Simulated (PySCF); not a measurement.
# Sr2+: bond curves at several levels of theory

An exercise on one series of results from a longer session: the logs are not shown, and one member is left open.

Method: Sr def2-SVP with ECP28, scalar-relativistic core potentials; program: PySCF 2.14.0.

The first run:

Settings of the job:

| Item | Value |
| --- | --- |
| atoms | Sr, Sr |
| charge | 1 |
| basis | Sr def2-SVP with ECP28 |
| Hamiltonian | scalar-relativistic core potentials |
| basis functions | 46 |
| electrons treated | 19 |
| masses in u | 87.9056, 87.9056 |
| levels | PBE0, PBE, r²SCAN, PW91, r²SCAN0, BHandHLYP, ωB97X, HF, MP2, SCS-MP2, CCSD, CCSD(T) |
| grid | 80 radial by 434 angular points |
| occupations | held fixed by the projection of orbital angular momentum |
| dissociation limit | Sr+ + Sr, each in its ground configuration |
| starting distance in angstrom | 3.520 |
| values of 2S to try | 1, 3 |

Command:

```bash
> OMP_NUM_THREADS=1 python dia.py task.json out
```

Among the steps run: Input; PBE0 along the bond; Higher solutions at PBE0; PBE (GGA); r²SCAN (meta-GGA); PW91; r²SCAN0; BHandHLYP; ωB97X (range-separated hybrid); ROHF (mean field); Correlated methods on the Hartree–Fock reference.

One of the session's tables, all rows but one given; the rest of the session is left out.

```
       level  Re (Å)  ωe (cm⁻¹)  De (eV)
        ROHF   4.419       69.4     0.63
    ROHF-MP2       ?          ?        ?
ROHF-SCS-MP2   4.334       66.8     0.87
   ROHF-CCSD   4.304       68.7     0.92
ROHF-CCSD(T)   4.299       68.8     0.95
         PBE   4.235       74.9     1.20
        PW91   4.223       75.6     1.23
      r²SCAN   4.262       76.4     1.15
        PBE0   4.240       76.5     1.15
     r²SCAN0   4.263       76.2     1.13
   BHandHLYP   4.302       71.9     1.00
       ωB97X   4.238       76.5     1.00
```

Estimate the missing values for ROHF-MP2.

**Answer.** Re (Å): 4.305; ωe (cm⁻¹): 68.1; De (eV): 0.88. In the column «Re (Å)» it lies between ROHF-CCSD (4.304) and ROHF-SCS-MP2 (4.334).
